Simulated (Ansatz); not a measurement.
# C2H3FI2: one species, many methods

An exercise on one series of results from a longer session: the logs are not shown, and one member is left open.

Method: functionals in def2-TZVPP, the program's frozen cores in correlated methods; program: Ansatz 0.2.0, Gaussian basis.

The runs, in order: PBE-D4, r2SCAN-D4, PBE0-D4, B3LYP-D4, ωB97X-V, ωB97M-V, B2PLYP; CCSD(T)/def2-TZVPP; MP2/def2-QZVPP; extrapolation to the limit.

## Structure used throughout

All runs share one geometry, relaxed beforehand with PBE0-D4 in a triple-zeta def2 set. I takes the def2 core potential; no spin-orbit term is included.

SMILES `FC(I)CI`, 8 atoms, charge 0, spin multiplicity 1.

Atoms are counted from 1 here; the program's logs count them from 0.

Bond lengths: F1–C2 1.364 Å, C2–I3 2.152 Å, C2–C4 1.505 Å, C2–H6 1.090 Å, C4–I5 2.125 Å, C4–H7 1.090 Å, C4–H8 1.087 Å. Angles: F1–C2–I3 108.6°, F1–C2–C4 108.2°, F1–C2–H6 108.8°, I3–C2–C4 112.7°, I3–C2–H6 105.3°, C4–C2–H6 113.1°, C2–C4–I5 112.1°, C2–C4–H7 108.6°, C2–C4–H8 112.0°, I5–C4–H7 106.2°, I5–C4–H8 107.5°, H7–C4–H8 110.1°.

Set-up of the first run:

in.yaml reads:

```yaml
crystal:
  periodic: [false, false, false]
  atoms:
    - {symbol: F, position_ang: [-1.513863, -0.735066, 0.810713]}
    - {symbol: C, position_ang: [-0.734907, 0.174199, 0.156771]}
    - {symbol: I, position_ang: [-0.544536, 1.928824, 1.388660]}
    - {symbol: C, position_ang: [0.590534, -0.471829, -0.142433]}
    - {symbol: I, position_ang: [1.753273, 0.679151, -1.499261]}
    - {symbol: H, position_ang: [-1.259547, 0.506625, -0.738444]}
    - {symbol: H, position_ang: [0.408973, -1.428957, -0.632084]}
    - {symbol: H, position_ang: [1.184973, -0.618446, 0.755978]}
basis:
  gaussian: {orbitals: def2-TZVPP}
hamiltonian: {xc: pbe, dispersion: d4}
output: {forces: true, orbitals: {seedname: orbitals}}
```

Among the steps run: PBE-D4 (GGA); r2SCAN-D4 (meta-GGA); PBE0-D4 (hybrid); B3LYP-D4 (hybrid); ωB97X-V (range-separated); ωB97M-V (range-separated); B2PLYP (double hybrid); CCSD(T) in def2-TZVPP; MP2 in def2-QZVPP.

One table of the session follows, with a row left open; its other results are not shown here.

| method | atomisation energy (kcal/mol) |
| --- | --- |
| PBE-D4 | 653.7 |
| r2SCAN-D4 | 632.1 |
| PBE0-D4 | 635.6 |
| B3LYP-D4 | 625.5 |
| ωB97X-V | 628.3 |
| ωB97M-V | 626.6 |
| B2PLYP | 619.4 |
| HF/def2-TZVPP | 430.2 |
| MP2/def2-TZVPP | 633.8 |
| CCSD/def2-TZVPP | 598.2 |
| CCSD(T)/def2-TZVPP | 612.9 |
| MP2/CBS | 655.1 |
| CCSD(T)/CBS | ? |

Estimate the missing values for CCSD(T)/CBS.

As computed: atomisation energy (kcal/mol): 634.3. In the column «atomisation energy (kcal/mol)» it lies between MP2/def2-TZVPP (633.8) and PBE0-D4 (635.6).
